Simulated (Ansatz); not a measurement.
# GaClF radical: a ladder of functionals and wavefunction methods

One table from this session's results is given with a row withheld; the runs are named, their logs left out.

Computed with Ansatz 0.2.0, Gaussian basis. Level: functionals in def2-TZVPP, the program's frozen cores in correlated methods.

Plan: LDA (SPW92), PBE-D4, revPBE-D4, BLYP-D4, r2SCAN-D4, B97M-V, PBE0-D4, B3LYP-D4, r2SCANh-D4, r2SCAN0-D4, HSE06-D4, BHLYP-D4, CAM-B3LYP-D4, LC-ωPBE, ωB97X-V, ωB97M-V, B2PLYP, PBE-QIDH; CCSD(T)/def2-SVP; CCSD(T)/def2-TZVPP; MP2/def2-QZVPP; extrapolation to the limit; RPA on PBE.

## The relaxed structure

The geometry comes from an earlier relaxation with PBE0-D4 in a triple-zeta def2 set; it is a stationary point.

SMILES `[F][Ga][Cl]`, 3 atoms, charge 0, spin multiplicity 2.

Atoms are counted from 1 here; the program's logs count them from 0.

Bond lengths: F1–Ga2 1.758 Å, Ga2–Cl3 2.157 Å. Angles: F1–Ga2–Cl3 117.7°.

The first run:

Contents of in.yaml:

```yaml
crystal:
  periodic: [false, false, false]
  atoms:
    - {symbol: F, position_ang: [-1.421132, 0.295865, -0.754813]}
    - {symbol: Ga, position_ang: [0.066353, 0.649595, 0.112183]}
    - {symbol: Cl, position_ang: [1.343879, -1.010259, 0.629331]}
basis:
  gaussian: {orbitals: def2-TZVPP}
magnetization: {spin_polarized: true, initial_magnetization: 1}
hamiltonian: {xc: lda}
output: {orbitals: {seedname: orbitals}}
```

Among the steps run: LDA; PBE-D4 (GGA); revPBE-D4 (GGA); BLYP-D4 (GGA); r2SCAN-D4 (meta-GGA); B97M-V (meta-GGA); PBE0-D4 (hybrid); B3LYP-D4 (hybrid); r2SCANh-D4 (hybrid); r2SCAN0-D4 (hybrid); HSE06-D4 (hybrid); BHLYP-D4 (hybrid); CAM-B3LYP-D4 (range-separated); LC-ωPBE-D4 (range-separated; the results give it without D4); ωB97X-V (range-separated); ωB97M-V (range-separated); B2PLYP (double hybrid); PBE-QIDH (double hybrid).

One of the session's tables, all rows but one given; the rest of the session is left out.

It belongs to the step «Orbital energies across the functionals». 

```
  functional  HOMO (eV)  LUMO (eV)  gap (eV)
 LDA (SPW92)      -6.35      -5.48      0.87
      PBE-D4      -6.21      -5.09      1.13
   revPBE-D4          ?          ?         ?
     BLYP-D4      -6.06      -5.16      0.90
   r2SCAN-D4      -6.63      -4.71      1.92
      B97M-V      -6.37      -5.26      1.11
     PBE0-D4      -7.37      -4.15      3.23
    B3LYP-D4      -7.14      -4.61      2.53
  r2SCANh-D4      -7.05      -4.39      2.66
  r2SCAN0-D4      -7.68      -3.92      3.76
    HSE06-D4      -6.97      -4.53      2.45
    BHLYP-D4      -8.36      -3.41      4.95
CAM-B3LYP-D4      -8.64      -3.34      5.31
     LC-ωPBE      -9.98      -1.79      8.19
     ωB97X-V      -9.49      -2.21      7.28
     ωB97M-V      -9.41      -2.42      7.00
```

**Question.** Estimate the row for revPBE-D4.

The run gave: HOMO (eV): -6.16; LUMO (eV): -4.92; gap (eV): 1.24. In the column «HOMO (eV)» it lies between PBE-D4 (-6.21) and BLYP-D4 (-6.06).
